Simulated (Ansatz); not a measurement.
# Na2VRhC6N6: the cost of one run

Method: DFT PBE, scalar-relativistic, plane waves, PAW, in Ansatz 0.2.0.

## (1) Starting point

It takes space group Fm-3m (No. 225, cubic). Conventional cell: a = 10.189 Å, b = 10.189 Å, c = 10.189 Å, α = 90.00°, β = 90.00°, γ = 90.00°. Na (site symmetry -43m) is surrounded by 12 N at 3.64 Å and 12 C at 3.66 Å. V (site symmetry m-3m) is surrounded by 6 C at 1.92 Å. Rh (site symmetry m-3m) has 6 N at 2.01 Å in its first shell of neighbours. C (site symmetry 4mm) is surrounded by 1 N at 1.17 Å and 1 V at 1.92 Å. N (site symmetry 4mm) has 1 C at 1.17 Å and 1 Rh at 2.01 Å in its first shell of neighbours.

Structure file:

```xyz
16
Lattice="0.0000 5.0945 5.0945 5.0945 0.0000 5.0945 5.0945 5.0945 0.0000" Properties=species:S:1:pos:R:3 pbc="T T T"
Na    2.5473    2.5473    2.5473
Na    7.6418    7.6418    7.6418
V     0.0000    0.0000    0.0000
Rh    5.0945    5.0945    5.0945
C     1.9170    5.0945    5.0945
C     5.0945    1.9170    5.0945
C     5.0945    5.0945    1.9170
C     8.2720    5.0945    5.0945
C     5.0945    8.2720    5.0945
C     5.0945    5.0945    8.2720
N     3.0870    5.0945    5.0945
N     5.0945    3.0870    5.0945
N     5.0945    5.0945    3.0870
N     7.1020    5.0945    5.0945
N     5.0945    7.1020    5.0945
N     5.0945    5.0945    7.1020
```

The cell is invented: cyanide-bridged rock-salt net of two metals, 2 guest cations a cell (Fm-3m, No. 225). Lengths come from tabulated atomic sizes and are only a guess.

## (2) The guess as it stands, on a coarse mesh

The input, input.yaml:

```yaml
crystal:
  lattice:
    - [0.0, 5.0945, 5.0945]
    - [5.0945, 0.0, 5.0945]
    - [5.0945, 5.0945, 0.0]
  atoms:
    - { symbol: Na, position: [0.25, 0.25, 0.25] }
    - { symbol: Na, position: [0.75, 0.75, 0.75] }
    - { symbol: V, position: [0.0, 0.0, 0.0], spin: 2.0 }
    - { symbol: Rh, position: [0.5, 0.5, 0.5], spin: 1.0 }
    - { symbol: C, position: [0.81185592, 0.18814408, 0.18814408] }
    - { symbol: C, position: [0.18814408, 0.81185592, 0.18814408] }
    - { symbol: C, position: [0.18814408, 0.18814408, 0.81185592] }
    - { symbol: C, position: [0.18814408, 0.81185592, 0.81185592] }
    - { symbol: C, position: [0.81185592, 0.18814408, 0.81185592] }
    - { symbol: C, position: [0.81185592, 0.81185592, 0.18814408] }
    - { symbol: "N", position: [0.6970262, 0.3029738, 0.3029738] }
    - { symbol: "N", position: [0.3029738, 0.6970262, 0.3029738] }
    - { symbol: "N", position: [0.3029738, 0.3029738, 0.6970262] }
    - { symbol: "N", position: [0.3029738, 0.6970262, 0.6970262] }
    - { symbol: "N", position: [0.6970262, 0.3029738, 0.6970262] }
    - { symbol: "N", position: [0.6970262, 0.6970262, 0.3029738] }
basis:
  ecutwfc: 420
kpoints:
  mp_grid: { grid: [4, 4, 4] }
hamiltonian:
  xc: pbe
scf:
  occupations: { method: gaussian, width: 0.1 }
  lower_state_search: "off"
output:
  forces: true
  stress: true
  eigenvalues: true
  populations: true
magnetization:
  spin_polarized: true
```

Started as:

```
> ansatz run input.yaml --threads 1 --pin off --max-ram 2560MiB --backend cpu --events-out ev --progress --plain --runs-dir out
```

What time and memory should one allow on 1 thread of Intel Xeon Platinum 8259CL at 2.50GHz (Skylake/Cascade Lake), shared host?

About 34 s, with a peak of 0.78 GiB.
